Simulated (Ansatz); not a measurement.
# F₂Ga₂H₄O₂: up Jacob's ladder to CCSD(T)

An exercise on one series of results from a longer session: the logs are not shown, and one member is left open.

Computed with Ansatz 0.2.0, Gaussian basis. Level: functionals in def2-TZVPP, the program's frozen cores in correlated methods.

Levels to be run: LDA (SPW92), PBE-D4, revPBE-D4, BLYP-D4, r2SCAN-D4, B97M-V, PBE0-D4, B3LYP-D4, r2SCANh-D4, r2SCAN0-D4, HSE06-D4, BHLYP-D4, CAM-B3LYP-D4, LC-ωPBE, ωB97X-V, ωB97M-V, B2PLYP, PBE-QIDH; CCSD(T)/def2-SVP; MP2/def2-TZVPP; MP2/def2-QZVPP; RPA on PBE.

### The geometry

The geometry comes from an earlier relaxation with PBE0-D4 in a triple-zeta def2 set; it is a stationary point, not always the lowest conformer.

SMILES `[F][Ga@H-]1[OH+][Ga@@H-]([F])[OH+]1`, 10 atoms, charge 0, spin multiplicity 1.

Atoms are counted from 1 here; the program's logs count them from 0.

Bond lengths: F1–Ga2 1.762 Å, Ga2–O3 1.944 Å, Ga2–O6 1.944 Å, Ga2–H7 1.541 Å, O3–Ga4 1.944 Å, O3–H8 0.963 Å, Ga4–F5 1.762 Å, Ga4–O6 1.944 Å, Ga4–H9 1.541 Å, O6–H10 0.963 Å. Angles: F1–Ga2–O3 104.7°, F1–Ga2–O6 104.7°, F1–Ga2–H7 123.8°, O3–Ga2–O6 83.2°, O3–Ga2–H7 116.3°, O6–Ga2–H7 116.3°, Ga2–O3–Ga4 96.8°, Ga2–O3–H8 113.2°, Ga4–O3–H8 113.2°, O3–Ga4–F5 104.7°, O3–Ga4–O6 83.2°, O3–Ga4–H9 116.3°, F5–Ga4–O6 104.7°, F5–Ga4–H9 123.8°, O6–Ga4–H9 116.3°, Ga2–O6–Ga4 96.8°, Ga2–O6–H10 113.2°, Ga4–O6–H10 113.2°.

Geometry (Å):

| atom | x (Å) | y (Å) | z (Å) |
| --- | --- | --- | --- |
| F1 | 0.3536 | -0.9123 | -2.2916 |
| Ga2 | 1.1291 | -0.5840 | -0.7434 |
| O3 | -0.1626 | -1.1630 | 0.5894 |
| Ga4 | -0.7974 | 0.6085 | 1.0782 |
| F5 | -2.3559 | 0.7651 | 0.2703 |
| O6 | 0.5048 | 1.1883 | -0.2441 |
| H7 | 2.6077 | -0.8968 | -0.4409 |
| H8 | -0.8539 | -1.7272 | 0.2277 |
| H9 | -0.5363 | 1.0494 | 2.5318 |
| H10 | 0.1108 | 1.6720 | -0.9774 |

Set-up of the first run:

in.yaml reads:

```yaml
crystal:
  periodic: [false, false, false]
  atoms:
    - {symbol: F, position_ang: [0.353584, -0.912295, -2.291575]}
    - {symbol: Ga, position_ang: [1.129116, -0.584023, -0.743419]}
    - {symbol: O, position_ang: [-0.162614, -1.162974, 0.589399]}
    - {symbol: Ga, position_ang: [-0.797417, 0.608530, 1.078179]}
    - {symbol: F, position_ang: [-2.355893, 0.765063, 0.270312]}
    - {symbol: O, position_ang: [0.504847, 1.188326, -0.244053]}
    - {symbol: H, position_ang: [2.607736, -0.896796, -0.440926]}
    - {symbol: H, position_ang: [-0.853886, -1.727198, 0.227669]}
    - {symbol: H, position_ang: [-0.536253, 1.049406, 2.531817]}
    - {symbol: H, position_ang: [0.110780, 1.671950, -0.977414]}
basis:
  gaussian: {orbitals: def2-TZVPP}
hamiltonian: {xc: lda}
output: {orbitals: {seedname: orbitals}}
```

The run is started by

```
$ ansatz run in.yaml --threads 4 --pin off --events-out ev --progress --plain --max-ram 11315MiB
```

Among the steps run: LDA; PBE-D4 (GGA); revPBE-D4 (GGA); BLYP-D4 (GGA); r2SCAN-D4 (meta-GGA); B97M-V (meta-GGA); B3LYP-D4 (hybrid); r2SCANh-D4 (hybrid); r2SCAN0-D4 (hybrid); HSE06-D4 (hybrid); BHLYP-D4 (hybrid); CAM-B3LYP-D4 (range-separated); LC-ωPBE (range-separated); ωB97X-V (range-separated); ωB97M-V (range-separated); B2PLYP (double hybrid); PBE-QIDH (double hybrid).

One of the session's tables, all rows but one given; the rest of the session is left out.

It belongs to the step «Orbital energies across the functionals». 

```
  functional  HOMO (eV)  gap (eV)
 LDA (SPW92)      -8.10      6.51
      PBE-D4      -7.93      6.57
   revPBE-D4      -7.87      6.63
     BLYP-D4      -7.87      6.49
   r2SCAN-D4          ?         ?
      B97M-V      -8.44      7.21
     PBE0-D4      -9.49      9.08
    B3LYP-D4      -9.27      8.49
  r2SCANh-D4      -8.92      8.32
  r2SCAN0-D4      -9.75      9.63
    HSE06-D4      -9.08      8.30
    BHLYP-D4     -10.91     11.30
CAM-B3LYP-D4     -10.94     11.40
     LC-ωPBE     -12.27     14.09
     ωB97X-V     -11.93     13.55
     ωB97M-V     -11.78     13.07
```

**Question.** Estimate the row for r2SCAN-D4.

Worked estimate for «HOMO (eV)». Against the share of exact exchange, r2SCANh-D4 (0.1, -8.92), r2SCAN0-D4 (0.25, -9.75) give a slope of -5.53 per unit share; at 0 the line stands at -8.37.

As computed: HOMO (eV): -8.34; gap (eV): 7.41. In «HOMO (eV)» the line misses by -0.03.
